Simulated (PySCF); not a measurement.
# [TbF3(H2O)]+: other functionals and bases at one geometry

Aim: see how levels, charges and forces of [TbF3(H2O)]+ depend on the level of theory. The species was built from a template and needn't be a known compound.

The runs use PySCF 2.14.0; several levels, as the steps say, no spin–orbit coupling.

1 further run of the same task is left out (for a known fault of the program).

## Step 1: The starting structure

7 atoms, charge 1, spin multiplicity 1.

Bond lengths: Tb1–F2 1.918 Å, Tb1–F3 1.915 Å, Tb1–F4 1.918 Å, Tb1–O5 2.276 Å, O5–H6 0.975 Å, O5–H7 0.975 Å. Angles: F2–Tb1–F3 110.9°, F2–Tb1–F4 113.6°, F2–Tb1–O5 106.7°, F3–Tb1–F4 110.9°, F3–Tb1–O5 107.6°, F4–Tb1–O5 106.7°, Tb1–O5–H6 126.8°, Tb1–O5–H7 126.8°, H6–O5–H7 106.4°.

Coordinates:

```
Tb    0.03161   -0.02310    0.02310
F     1.07895    1.15771    1.11211
F    -1.12600   -1.10212    1.10212
F     1.07895   -1.11211   -1.15771
O    -1.28194    1.29101   -1.29101
H    -1.62303    2.17856   -1.07453
H    -1.62303    1.07453   -2.17856
```

Formal oxidation states: Tb +4. Each metal's 7 4f electrons lie in its core potential, so multiplicities, spins and levels count the valence alone. An earlier session relaxed this geometry at PBE0, Tb lcecp-2-SVP with ECP53, F def2-SVP, O def2-SVP, H def2-SVP (singlet, point group Cs).

At PBE0 on the finer grid: E = -418.650569 Eh, frontier levels not given, since the 4f levels lie in the core, Mulliken charge on Tb1 +1.73 e, largest force component 0.005 eV/Å. 

Levels to run: CAM-B3LYP; BLYP; PBE0, TZVP. Hardware: 2 threads of AMD EPYC 7R43 (Zen 3), shared host.

## Step 2: CAM-B3LYP

The input, run.py (the lines that set the calculation):

```python
mol = gto.M(atom='''
Tb     0.03161    -0.02310     0.02310
F      1.07895     1.15771     1.11211
F     -1.12600    -1.10212     1.10212
F      1.07895    -1.11211    -1.15771
O     -1.28194     1.29101    -1.29101
H     -1.62303     2.17856    -1.07453
H     -1.62303     1.07453    -2.17856''',
    basis={'Tb': 'lcecp-2-SVP', 'F': 'def2-SVP', 'O': 'def2-SVP', 'H': 'def2-SVP'},
    ecp={'Tb': 'lcecp-2-SVP'},
    charge=1, spin=0)
mf = dft.RKS(mol, xc='CAMB3LYP')
mf.grids.atom_grid = (75, 302)  # f atoms: unpruned, at least (60, 302)
mf = mf.density_fit()  # fitting sets: Tb AutoAux, F def2-universal-JKFIT, O def2-universal-JKFIT, H def2-universal-JKFIT
mf.conv_tol = 1e-08; mf.max_cycle = 55
mf.kernel(dm0)  # dm0: the density of the relaxed state
```

Started as:

```
> OMP_NUM_THREADS=2 python run.py
```

## Step 3: BLYP

run.py (the lines that set the calculation): that of step 2 with these lines changed.

```diff
@@ -11,3 +11,3 @@
     charge=1, spin=0)
-mf = dft.RKS(mol, xc='CAMB3LYP')
+mf = dft.RKS(mol, xc='BLYP')
 mf.grids.atom_grid = (75, 302)  # f atoms: unpruned, at least (60, 302)
```

## Step 4: PBE0, TZVP

Basis: Tb lcecp-2-TZVP with ECP53, F def2-TZVP, O def2-TZVP, H def2-TZVP. 

The input, run.py (the lines that set the calculation):

```python
mol = gto.M(atom='''
Tb     0.03161    -0.02310     0.02310
F      1.07895     1.15771     1.11211
F     -1.12600    -1.10212     1.10212
F      1.07895    -1.11211    -1.15771
O     -1.28194     1.29101    -1.29101
H     -1.62303     2.17856    -1.07453
H     -1.62303     1.07453    -2.17856''',
    basis={'Tb': 'lcecp-2-TZVP', 'F': 'def2-TZVP', 'O': 'def2-TZVP', 'H': 'def2-TZVP'},
    ecp={'Tb': 'lcecp-2-TZVP'},
    charge=1, spin=0)
mf = dft.RKS(mol, xc='PBE0')
mf.grids.atom_grid = (75, 302)  # f atoms: unpruned, at least (60, 302)
mf = mf.density_fit()  # fitting sets: Tb AutoAux, F def2-universal-JKFIT, O def2-universal-JKFIT, H def2-universal-JKFIT
mf.conv_tol = 1e-08; mf.max_cycle = 55
mf.kernel(dm0)  # dm0: free metal ions and neutral atoms
```

Q: Predict the outcome of this session. Wanted: for each run, charge on Tb1; dipole; largest force.

**Answer**, as computed:

| level | state | charge on Tb1 (e) | dipole (D) | largest force (eV/Å) | basis functions | time |
| --- | --- | --- | --- | --- | --- | --- |
| PBE0 (relaxed here) | singlet | 1.73 | 8.01 | 0.00 | 96 | 12 s |
| CAM-B3LYP | singlet | 1.71 | 8.08 | 0.12 | 96 | 7.3 s |
| BLYP | singlet | 1.47 | 7.74 | 0.51 | 96 | 7.1 s |
| PBE0, TZVP | singlet | 1.97 | 8.05 | 0.26 | 183 | 15 s |

Times are on 2 threads of AMD EPYC 7R43 (Zen 3), shared host; the first row also made further properties. The dipole of a charged species depends on the origin, so these sizes hold for this origin alone.

The largest leftover force, 0.51 eV/Å with BLYP, stands at a geometry relaxed at another level. The Mulliken charge on Tb spans +1.47 to +1.97 e over the levels. With 4f in the core, its levels are missing from HOMO and gap. Total energies of different levels can't be compared. Spin–orbit coupling is left out throughout.
